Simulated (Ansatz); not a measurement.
# Cu: the cost of one run

Program: Ansatz 0.2.0. Level of theory: DFT PBEsol, scalar-relativistic, plane waves, PAW. These are calculated values, not measurements.

3 further runs of the same task are left out: 3 set aside as unsound or not needed.

### Step 1. The system as given

Symmetry: P6_3/mmc, No. 194, hexagonal system. The conventional cell has a = 2.521 Å, b = 2.521 Å, c = 4.117 Å, α = 90.00°, β = 90.00°, γ = 120.00°. Cu (site symmetry -6m2) has 12 Cu at 2.52 Å as nearest neighbours.

As a file:

```
CELL_PARAMETERS angstrom
2.52059 0.00000 0.00000
-1.26030 2.18290 0.00000
0.00000 0.00000 4.11652
ATOMIC_POSITIONS crystal
Cu 0.33333 0.66667 0.25000
Cu 0.66667 0.33333 0.75000
```

It goes back to an entry of the Materials Project, which need not be the stable form.

It is the result of an earlier relaxation at this level (volume 11.32 Å³/atom; gap on the mesh: none (metal)).

Bulk energy on matching settings, from an earlier run: -6588.7662 eV/atom.

### Step 2. The (001) slab

Planes are indexed in the bulk's conventional cell (P6_3/mmc (No. 194)), a = 2.521 Å, b = 2.521 Å, c = 4.117 Å, α = 90.00°, β = 90.00°, γ = 120.00°.

Cut from the relaxed bulk: a (001) slab, 8.2 Å thick as cut, with 15 Å of vacuum; its outer planes are Cu (top) and Cu (bottom).

The slab as cut. Layers, bottom to top:

```tsv
plane	atoms per cell	height over the lowest (Å)
1	Cu	0.00
2	Cu	2.06
3	Cu	4.12
4	Cu	6.17
5	Cu	8.23
```

### Step 3. The slab as cut, atoms at the bulk's places

A dipole layer in the vacuum cancels the field that periodic copies would set up if the slab's two faces differ.

File input.yaml:

```yaml
crystal:
  lattice:
    - [2.5205910252, 0.0, 0.0]
    - [-1.2602955126, 2.1828958604, 0.0]
    - [0.0, 0.0, 23.2330465351]
  atoms:
    - { symbol: Cu, position: [0.3333333333, 0.6666666667, 0.3228160366] }
    - { symbol: Cu, position: [0.6666666667, 0.3333333333, 0.4114080183] }
    - { symbol: Cu, position: [0.3333333333, 0.6666666667, 0.5] }
    - { symbol: Cu, position: [0.6666666667, 0.3333333333, 0.5885919817] }
    - { symbol: Cu, position: [0.3333333333, 0.6666666667, 0.6771839634] }
basis:
  ecutwfc: 420
kpoints:
  mp_grid: { grid: [15, 15, 1] }
hamiltonian:
  xc: pbesol
scf:
  occupations: { method: gaussian, width: 0.1 }
output:
  forces: true
  stress: true
  eigenvalues: true
efield:
  axis: 3
  dipole_correction: true
  ramp_width: 0.04
```

Run with:

```
$ ansatz run input.yaml --threads 1 --pin off --max-ram 2560MiB --backend cpu --events-out ev --progress --plain --runs-dir out
```

What time and memory should one allow on 1 thread of Intel Xeon Platinum 8259CL at 2.50GHz (Skylake/Cascade Lake), shared host?

About 19 s, with a peak of 0.46 GiB.
